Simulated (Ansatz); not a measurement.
# CSn: a ladder of methods at one geometry

With Ansatz 0.2.0 through its Python package.

Notebook, run cell by cell (the value of a cell's last expression is shown):

```python
from pathlib import Path

import ansatz as az
from ase import Atoms
import numpy as np
```

```python
BASIS_SET = "def2-SVP"
```

```python
atoms = Atoms(["Sn", "C"], positions=[
    (0.0, 0.0, 0.0),
    (0.0, 0.0, 2.06),
])
mol = az.Crystal.molecule_from_ase(atoms)
```

```python
setup = (
    mol.calculation()
    .basis(gaussian=BASIS_SET)
    .spin("collinear", total=2)  # two spin channels
)
```

```python
print("functional    E (Ha)        dipole (D)   HOMO (eV)  LUMO (eV)")
for name in ["blyp", "r2scan", "revpbe", "cam_b3lyp"]:
    report = setup.functional(name).forces().orbitals().run(runs_dir="runs").report
    lines = Path(report["orbitals_path"]).read_text().splitlines()
    field_of = lambda key: [line.split("=")[1].strip() for line in lines if line.startswith(key)]
    orbitals = [(27.211386 * float(e), s, float(n)) for e, s, n in zip(field_of("Ene="), field_of("Spin="), field_of("Occup="))]
    homo = max(e for e, _, n in orbitals if n > 0.5)
    lumo = min(e for e, _, n in orbitals if n < 0.5)
    dipole = 4.803205 * np.linalg.norm(report["charge_distribution"]["dipole_moment_e_ang"])
    print(f"{name:10s} {report['free_energy_ev'] / 27.211386246:14.6f} {dipole:9.3f} {homo:11.3f} {lumo:10.3f}")
```

    functional    E (Ha)        dipole (D)   HOMO (eV)  LUMO (eV)
    blyp          -252.124471     2.449      -4.577     -4.426
    r2scan        -252.232690     2.251      -4.863     -4.235
    revpbe        -252.220924     2.507      -4.662     -4.348
    cam_b3lyp     -252.127760     2.403      -6.544     -2.560

What to keep in mind:
- These settings explore the input space; basis and method may be short of convergence.
- The geometry is a force-field or estimated start, not a minimum of this method, and the basis set is short of its limit. A lower total doesn't mark the better method: functionals have no common bound, and MP2 and coupled cluster aren't variational.
- def2 sets replace the cores of elements past krypton by effective core potentials.
- The species is open-shell (spin multiplicity 3).
- The expectation value of S² is noticeably off S(S+1) in at least one run, so that state is spin-contaminated.
- Levels such as HOMO and LUMO are orbital energies: with these approximate functionals they aren't the ionisation energy and electron affinity, and their gap isn't the fundamental gap.
- The spin state was assumed, and another may lie lower.
- Hardware and time: 12 s on 1 thread of Intel(R) Xeon(R) 6975P-C (Granite Rapids) (shared host), peak memory 0.2 GiB.

(Lines on the test bed's own set-up are left out of the output.)
